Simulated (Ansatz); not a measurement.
Geometry optimisation, DFT LDA, scalar-relativistic, plane waves, PAW in Ansatz 0.2.0.

The input (input.yaml):

```yaml
crystal:
  lattice:
    - [5.4, 0.0, 0.0]
    - [-4.05, 7.014806, 0.0]
    - [0.0, 0.0, 4.2768]
  atoms:
    - { symbol: Ru, position: [0.0, 0.0, 0.0] }
    - { symbol: Ru, position: [0.1666667, 0.2222222, 0.5] }
    - { symbol: Ru, position: [0.0, 0.3333333, 0.0] }
    - { symbol: Ru, position: [0.1666667, 0.5555556, 0.5] }
    - { symbol: Ru, position: [0.0, 0.6666667, 0.0] }
    - { symbol: Ru, position: [0.1666667, 0.8888889, 0.5] }
    - { symbol: Ru, position: [0.5, 0.0, 0.0] }
    - { symbol: Ru, position: [0.6666667, 0.2222222, 0.5] }
    - { symbol: Ru, position: [0.5, 0.3333333, 0.0] }
    - { symbol: Ru, position: [0.6666667, 0.5555556, 0.5] }
    - { symbol: Ru, position: [0.5, 0.6666667, 0.0] }
    - { symbol: Ru, position: [0.6666667, 0.8888889, 0.5] }
    - { symbol: C, position: [0.0058884, 0.003132, 0.6113091] }
basis:
  ecutwfc: 420.0
kpoints:
  mp_grid: { grid: [4, 3, 4] }
hamiltonian:
  xc: lda
scf:
  occupations: { method: gaussian, width: 0.1 }
  lower_state_search: "off"
relax:
  f_tol: 0.03
  max_steps: 60
  adjacent_minimum: "off"
output:
  write_density: true
  write_potential: true
  elf: true
  volumetric_format: npy
```

Command:

```bash
$ ansatz run input.yaml --threads 4 --pin off --max-ram 10240MiB --backend cpu --events-out ev --progress --plain --runs-dir out
```

Q: Where does it end, and by what steps?

A: The run converged. Limits of this set-up: coarse k mesh. After 5 steps the energy has fallen by 4.603 eV; Ru2 moved furthest, 0.27 Å. The start is strongly strained (largest force component 13 eV/Å).

```json
{"step": "0", "energy less start (eV)": "0.0000", "largest force component (eV/Å)": "12.748", "accepted": "yes"}
{"step": "1", "energy less start (eV)": "-3.7878", "largest force component (eV/Å)": "4.028", "accepted": "yes"}
{"step": "2", "energy less start (eV)": "-4.5312", "largest force component (eV/Å)": "0.835", "accepted": "yes"}
{"step": "3", "energy less start (eV)": "-4.5976", "largest force component (eV/Å)": "0.244", "accepted": "yes"}
{"step": "4", "energy less start (eV)": "-4.5969", "largest force component (eV/Å)": "0.144", "accepted": "no"}
{"step": "5", "energy less start (eV)": "-4.6034", "largest force component (eV/Å)": "0.021", "accepted": "yes"}
```

```xyz
13
Lattice="5.4000 0.0000 0.0000 -4.0500 7.0148 0.0000 0.0000 0.0000 4.2768" Properties=species:S:1:pos:R:3
Ru 0.007 0.029 0.263
Ru 0.004 1.813 2.034
Ru -1.383 2.367 -0.023
Ru -1.407 3.862 2.132
Ru -2.688 4.647 -0.008
Ru -2.571 6.133 2.085
Ru 2.714 -0.012 0.000
Ru 2.702 1.532 2.113
Ru 1.393 2.363 -0.027
Ru 1.399 3.885 2.125
Ru -0.010 4.628 -0.027
Ru -0.123 6.106 2.063
C -0.019 0.081 2.714
```

The run took 85 s on 4 threads of AMD EPYC 7R43 64-Core Processor (Zen 3), with other jobs on the host, peak memory 1.1 GiB.
